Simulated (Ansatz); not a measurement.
Consider vertical spin-state energies of BFH4OSi2, SMILES F[Si]1([SiH3])BO1 (Ansatz's Python interface).

The script, `run_spin.py`:
```python
import ansatz as az

GEOMETRY = """
F    -2.29380    0.75970    0.09290
Si   -0.80990    0.22660   -0.31060
Si    0.44390   -0.56650    1.32080
B    -0.03540    0.48510   -2.16700
O     0.04650    1.44130   -1.09620
H     0.89800    0.55520    2.20390
H     1.68940   -1.21410    0.75940
H    -0.24860   -1.53170    2.11320
H     0.39850   -0.20200   -2.93360
"""


def main() -> None:
    mol = az.Crystal.molecule()
    for line in GEOMETRY.strip().splitlines():
        symbol, *xyz = line.split()
        mol = mol.atom(symbol, [float(v) for v in xyz])

    calc = (
        mol.calculation()
        .basis(gaussian="6-31G")
        .correlation("MP2")
    )
    found = {}
    for unpaired in [0, 2]:
        r = calc.spin("collinear", total=unpaired).run(threads=1).report
        s = unpaired / 2
        found[unpaired] = r["free_energy_ev"]
        print(f"2S+1 = {unpaired + 1}: E = {found[unpaired]:.5f} eV, <S^2> = {abs(r['mean_field']['state']['spin_squared']):.3f} (pure state {s * (s + 1):.2f})")
    lowest = min(found, key=found.get)
    for unpaired, e in found.items():
        print(f"multiplicity {unpaired + 1}: {(e - found[lowest]):.3f} eV above the lowest")


if __name__ == "__main__":
    main()
```

Which spin state is lowest at this geometry, and how far above lie the others?

In order: multiplicity 1 (+0.00 eV) and multiplicity 3 (+2.32 eV), all at the one geometry.

What the script printed:

```console
$ python run_spin.py
2S+1 = 1: E = -21208.42781 eV, <S^2> = 0.000 (pure state 0.00)
2S+1 = 3: E = -21206.10817 eV, <S^2> = 2.013 (pure state 2.00)
multiplicity 1: 0.000 eV above the lowest
multiplicity 3: 2.320 eV above the lowest
```

The settings weren't tested for convergence. The geometry is a force-field or estimated start, not a minimum of this method, and the basis set is short of its limit. All parts are taken at fixed geometry, without zero-point energy. S² is that of the Hartree-Fock reference. Timing: 2.7 s on 1 thread of Arm Neoverse V2, with other jobs on the host, peak memory 0.2 GiB.

(Lines on the test bed's own set-up are left out of the output.)
